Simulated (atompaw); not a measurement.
# Pseudopotential generation for W: PAW (atompaw), PBEsol

Task: generate the file, and judge it by its logarithmic derivatives, its ghosts and its cutoff.

Program: atompaw 4.2.0.5. Reference atom: PBEsol, scalar-relativistic, spherical and spin-unpolarised. All values are calculated.

## 1. The design

The settings as typed:

```
element                 : tungsten (W, Z = 74)
type                    : PAW
frozen core             : [Kr] 4d10 4f14 5s2
valence charge          : 12
reference configuration : 5p6 5d4 6s2 6p0
partial waves           : 6s (bound): rc 3.00 bohr; 6s channel at 3.6 Ry: rc 3.00 bohr; 5p (bound): rc 1.75 bohr; 6p (bound, empty): rc 2.20 bohr; 5d (bound): rc 1.60 bohr; 5d channel at 0.3 Ry: rc 3.00 bohr
local potential         : bessel scheme, radius 2.25 bohr
core correction         : smooth core density matched at 1.80 bohr
augmentation charge     : sinc compensation charge, radius 2.55 bohr; PAW radius 3.00 bohr; waves and projectors: custom polynom2 7 10 vanderbiltortho
```

The outer shells as boxes (Hund's rule for the drawing; the calculation is spin-unpolarised):

```
[Kr] core
4d [↑↓][↑↓][↑↓][↑↓][↑↓]
4f [↑↓][↑↓][↑↓][↑↓][↑↓][↑↓][↑↓]
5s [↑↓]
5p [↑↓][↑↓][↑↓]
5d [↑ ][↑ ][↑ ][↑ ][  ]
6s [↑↓]
6p [  ][  ][  ]
```

The nodes and maxima of the atom's own shells, from an earlier all-electron run, set the scale for the radii.

All-electron outer shells of the reference configuration (PBEsol, scalar-relativistic, ld1.x):

```
shell  level (eV)  outermost node (bohr)  outermost maximum (bohr)
   5s      -79.11                   0.53                      0.96
   5p      -43.22                   0.57                      1.09
   4f      -33.24                      –                      0.43
   6s       -5.75                   1.28                      2.64
   5d       -4.51                   0.63                      1.49
   6p       -1.33                   1.54                      3.70
```

## 2. Generation

Input file W.input:

```
W 74
GGA-PBESOL scalarrelativistic loggrid 2001 logderivrange -5 5 251
6 6 5 4 0 0
6 1 0
5 2 4
0 0 0
c
c
c
c
c
v
c
c
c
v
v
c
c
v
c
2
3.00 2.55 2.25 1.80
y
3.6
n
n
y
0.3
n
custom polynom2 7 10 vanderbiltortho sinc
bessel
3.00
3.00
1.75
2.20
1.60
3.00
PWSCFOUT
UPFDX 0.0125d0 UPFXMIN -7.d0 UPFZMESH 74.d0
END
```

The run is started by

```
$ atompaw < W.input > W.log
```

What does the calculation give? Wanted: cutoffs for 10 and 1 mRy, occupied levels; bound ghosts; largest phase difference near zero energy, channels read; lowest eigenvalue of the overlap; share of valence orbitals outside the PAW sphere; UPF file.

The runs gave:

| quantity | value |
| --- | --- |
| cutoffs for 10 and 1 mRy, occupied levels | 25 Ry and 140 Ry |
| bound ghosts | none found |
| largest phase difference near zero energy, channels read | 0.025 rad |
| lowest eigenvalue of the overlap (Bessel basis) | 0.172 (d) |
| share of valence orbitals outside the PAW sphere | 6s 50 %, 5p 0 %, 6p 84 %, 5d 15 % |
| UPF file | written |

What this shows: By its cutoff, 25 Ry for the looser tolerance, it is soft on the atom. The tighter tolerance needs 140 Ry, and converged work needs a cutoff nearer that. No bound ghost shows below the valence levels. Near zero energy the phases of the channels with partial waves agree within 0.025 rad. Note that the frozen 4f shell (-33 eV) lies higher than the valence 5p shell (-43 eV).
